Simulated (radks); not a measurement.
# Nuclear size and the levels of Tm

Aim: how the total energy, the levels and the density at the nucleus of Tm respond when the nuclear radius is scaled.

Method: Dirac Kohn-Sham, LDA (Slater exchange, Perdew-Wang correlation), spin-unpolarised, spherical densities, finite nucleus; open shells are shared between the two j in proportion to 2j + 1. Code: radks (a radial shooting solver on a logarithmic mesh, Libxc functionals) version 1.

## (1) Starting point

| Quantity | Value |
| --- | --- |
| element | thulium (Z = 69) |
| charge | 0 |
| electrons | 69 |
| configuration | [Xe] 4f13 6s2 |
| nuclear rms radius | 5.2256 fm |

Outer shells as boxes (Hund's rule):

Tm
```
[Xe] core
4f [↑↓][↑↓][↑↓][↑↓][↑↓][↑↓][↑ ]
6s [↑↓]
```

## (2) rms radius 5.2256 fm

Settings of this run:

```text
Z 69
configuration [Xe] 4f13 6s2 5d0 6p0
relativity Dirac
functional lda,pw
spin unpolarised
j_filling average
nucleus finite rms 5.2256 fm
c 137.035999084
```

## (3) rms radius 4.3372 fm

Settings, as their differences from step 2:

```diff
@@ -6,3 +6,3 @@
 j_filling average
-nucleus finite rms 5.2256 fm
+nucleus finite rms 4.3372 fm
 c 137.035999084
```

## (4) rms radius 4.8703 fm

Settings, as their differences from step 3:

```diff
@@ -6,3 +6,3 @@
 j_filling average
-nucleus finite rms 4.3372 fm
+nucleus finite rms 4.8703 fm
 c 137.035999084
```

## (5) rms radius 5.6959 fm

Settings, as their differences from step 4:

```diff
@@ -6,3 +6,3 @@
 j_filling average
-nucleus finite rms 4.8703 fm
+nucleus finite rms 5.6959 fm
 c 137.035999084
```

## (6) rms radius 6.1192 fm

Settings, as their differences from step 5:

```diff
@@ -6,3 +6,3 @@
 j_filling average
-nucleus finite rms 5.6959 fm
+nucleus finite rms 6.1192 fm
 c 137.035999084
```

Before running it: what results should come out? Wanted: for each run, rms radius; total energy shift; density at nucleus; 1s1/2 shift; 2s1/2 shift; 5p1/2 shift; 6s1/2 shift; 6p1/2 shift.

As calculated:

```
rms radius (fm)  total energy shift (eV)  density at nucleus (e/bohr³)  1s1/2 shift (meV)  2s1/2 shift (meV)  5p1/2 shift (meV)  6s1/2 shift (meV)  6p1/2 shift (meV)
         4.3372                    -11.0                     9.999e+05              -4482               -603              0.456             -0.182              0.156
         4.8703                    -4.55                     9.659e+05              -1863               -251              0.189            -0.0758             0.0647
         5.2256                        0                     9.458e+05                  0                  0                  0                  0                  0
         5.6959                     6.37                     9.218e+05               2607                351             -0.265              0.106            -0.0905
         6.1192                     12.4                     9.023e+05               5087                685             -0.517              0.207             -0.177
```

In words: Shifts are against the first run. Over the range the 1s1/2 level moves by 9.57 eV and the 6p1/2 level by -0.332 meV. A larger nucleus binds the 1s electrons less and lowers the density at its centre. These are shifts of eigenvalues, not the field shifts of spectral lines.
